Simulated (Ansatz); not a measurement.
# BBrH3OSi: the cost of one run

Program: Ansatz 0.2.0, driven from Python. Level of theory: PBE/def2-SVP. These are calculated values, not measurements.

### 1 The system

Bond lengths: Si1–O2 1.673 Å, O2–B3 1.487 Å, B3–Br4 1.983 Å, Si1–H5 1.503 Å, Si1–H6 1.537 Å, Si1–H7 1.477 Å. Angles: Si1–O2–B3 106.2°, O2–Si1–H5 112.0°, O2–Si1–H6 110.5°, O2–Si1–H7 112.3°, H5–Si1–H6 106.5°, H5–Si1–H7 108.8°, H6–Si1–H7 106.5°, O2–B3–Br4 117.4°.

No structure file is read: the coordinates are typed or built in the script.

### 2 Script

File tae.py:

```python
"""Energy to split BBrH3OSi into its atoms."""

from collections import Counter

import ansatz as az


def total_energy(molecule, charge=0, unpaired=0):
    calc = molecule.calculation().basis(gaussian="def2-SVP").functional("PBE")
    if charge:
        calc = calc.charge(charge)
    if unpaired:
        calc = calc.spin("collinear", total=unpaired)
    return calc.run(threads=1, backend="cpu").report["free_energy_ev"]


def main() -> None:
    mol = (
        az.Crystal.molecule()
        .atom("Si", (0.367, 0.7898, 0.0521))
        .atom("O", (0.4815, -0.679, 0.8444))
        .atom("B", (-0.8012, -1.3872, 0.5903))
        .atom("Br", (-0.8638, -2.6361, -0.9484))
        .atom("H", (0.131, 0.6173, -1.4221))
        .atom("H", (-0.8219, 1.6002, 0.5915))
        .atom("H", (1.5687, 1.627, 0.2464))
    )

    # unpaired electrons of the ground-state atoms
    unpaired = {"Si": 2, "O": 2, "B": 1, "Br": 1, "H": 1}
    counts = Counter(site.symbol for site in mol.cartesian_sites)
    atom_energy = {s: total_energy(az.Crystal.molecule().atom(s, (0, 0, 0)), 0, unpaired[s]) for s in counts}
    whole = total_energy(mol, 0, 1)
    for s, e in atom_energy.items():
        print(f"{s:2s} x{counts[s]}  {e:14.5f} eV")
    print(f"BBrH3OSi: {whole:.5f} eV")
    split = sum(counts[s] * e for s, e in atom_energy.items()) - whole
    print(f"atomisation energy (no zero-point term): {split:.3f} eV, {split / sum(counts.values()):.3f} eV an atom")


if __name__ == "__main__":
    main()
```

### 3 Launch

Command:

```
$ python tae.py
```

What time and memory should one allow on 1 thread of AMD EPYC 9R45 (Zen 5), shared host?

About 2.6 s, with a peak of 0.21 GiB.
